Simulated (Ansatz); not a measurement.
**Ti2W3: one candidate of a structure search**

Aim: relax a trial structure of Ti2W3 and see where it ends.

Method: DFT PBE, scalar-relativistic, plane waves, PAW, in Ansatz 0.2.0.

### Step 1. The structure to begin with

It takes space group P6_3/mmc (No. 194, hexagonal). Conventional cell: a = 2.712 Å, b = 2.712 Å, c = 25.278 Å, α = 90.00°, β = 90.00°, γ = 120.00°. Ti (site symmetry 3m) is surrounded by 6 Ti at 2.71 Å and 6 W at 2.97 Å. Around W (site symmetry -6m2) lie 6 W at 2.71 Å and 6 Ti at 2.97 Å. Around W (site symmetry 3m) lie 9 W at 2.71 to 2.97 Å and 3 Ti at 2.97 Å.

As a file:

```
Ti W
1.0
     2.71220    0.00000    0.00000
    -1.35610    2.34883    0.00000
     0.00000    0.00000   25.27767
Ti W
4 6
Direct
  0.33333 0.66667 0.15000
  0.33333 0.66667 0.35000
  0.66667 0.33333 0.85000
  0.66667 0.33333 0.65000
  0.33333 0.66667 0.75000
  0.33333 0.66667 0.95000
  0.33333 0.66667 0.55000
  0.66667 0.33333 0.05000
  0.66667 0.33333 0.25000
  0.66667 0.33333 0.45000
```

The start is an ordering of an alloy on its end members' structure types: elements ordered on the sites of the Zn type, Ti/W on Zn (P6_3/mmc, No. 194).

### Step 2. A first look at the guess

Input file input.yaml:

```yaml
crystal:
  lattice:
    - [2.71220003, 0.0, 0.0]
    - [-1.35610002, 2.34883413, 0.0]
    - [0.0, 0.0, 25.27767381]
  atoms:
    - { symbol: Ti, position: [0.33333333, 0.66666667, 0.15] }
    - { symbol: Ti, position: [0.33333333, 0.66666667, 0.35] }
    - { symbol: Ti, position: [0.66666667, 0.33333333, 0.85] }
    - { symbol: Ti, position: [0.66666667, 0.33333333, 0.65] }
    - { symbol: W, position: [0.33333333, 0.66666667, 0.75] }
    - { symbol: W, position: [0.33333333, 0.66666667, 0.95] }
    - { symbol: W, position: [0.33333333, 0.66666667, 0.55] }
    - { symbol: W, position: [0.66666667, 0.33333333, 0.05] }
    - { symbol: W, position: [0.66666667, 0.33333333, 0.25] }
    - { symbol: W, position: [0.66666667, 0.33333333, 0.45] }
basis:
  ecutwfc: 420
kpoints:
  mp_grid: { grid: [6, 6, 1] }
hamiltonian:
  xc: pbe
scf:
  occupations: { method: gaussian, width: 0.1 }
  lower_state_search: "off"
output:
  forces: true
  stress: true
  eigenvalues: true
```

The run is started by

```
$ ansatz run input.yaml --threads 1 --pin off --max-ram 2560MiB --backend cpu --events-out ev --progress --plain --runs-dir out
```

The session goes on with these runs: a loose first relaxation; spin check on a coarse mesh; relaxation on the finer mesh.

Before running it: what results should come out? Wanted: conventional cell; volume; energy over the elements; gap on the mesh.

**Answer**, as computed:

| quantity | value |
| --- | --- |
| symmetry at the end (tolerance 0.05 Å) | space group P6_3/mmc (No. 194) |
| conventional cell | a = 2.799 Å, b = 2.799 Å, c = 24.451 Å, α = 90.00°, β = 90.00°, γ = 120.00° |
| volume | 16.59 Å³/atom |
| energy over the elements | +0.34 eV/atom |
| gap on the mesh | none (metal) |

In words: The space group P6_3/mmc (No. 194) is kept, and the volume per atom grows by 3.0 % from the first guess. The formation energy is positive, so the separate elements lie lower. No finished test with a distortion of lower symmetry is shown, so the end may be a saddle point. The runs treat W without spin-orbit coupling. Other magnetic orders were not searched.
